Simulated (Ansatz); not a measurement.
Crystal: RuS2.

```
Ru S
1.0
     1.81455    1.04763    5.48607
    -1.81455    1.04763    5.48607
     0.00000   -2.09526    5.48607
Ru S
1 2
Cartesian
  0.0000 0.0000 0.0000
  0.0000 0.0000 4.1475
  0.0000 0.0000 12.3107
```

The cell was built by a generator and needn't be a form met in nature.

Base run:

- Program: Ansatz 0.2.0
- Functional: LDA
- Potentials or basis: Ansatz PAW
- Cutoff: 420 eV (not typed: the program's choice for these potentials)
- k mesh: 6 × 6 × 6
- Occupations: gaussian, width 0.05 eV
- Spin: collinear spin, ferromagnetic start
- Starting moments: [1.0, 0.0, 0.0] μB
- Hubbard terms: Ru d U = 4 eV

Its results: pressure -13.3 GPa; site moments Ru +1.51; S +0.06 μB; largest force 1.105 eV/Å.

The run is repeated on the same cell with these changes: fixed moment from none to 1 μB. What comes out?

Pressure -15.7 GPa; site moments Ru +0.94; S -0.05 μB; largest force 1.340 eV/Å.

Caveats: the magnetic or orbital state may not be the lowest; the PAW data sets come from PBE, with cores solved anew for the run's functional, which leaves a small shift of forces and pressure; forces of over 1 eV/Å show positions far from the minimum, so gaps and moduli don't describe the material at rest; the total moment is fixed, so each spin has its own Fermi level (some runs); the thresholds are loose for stress (some runs).
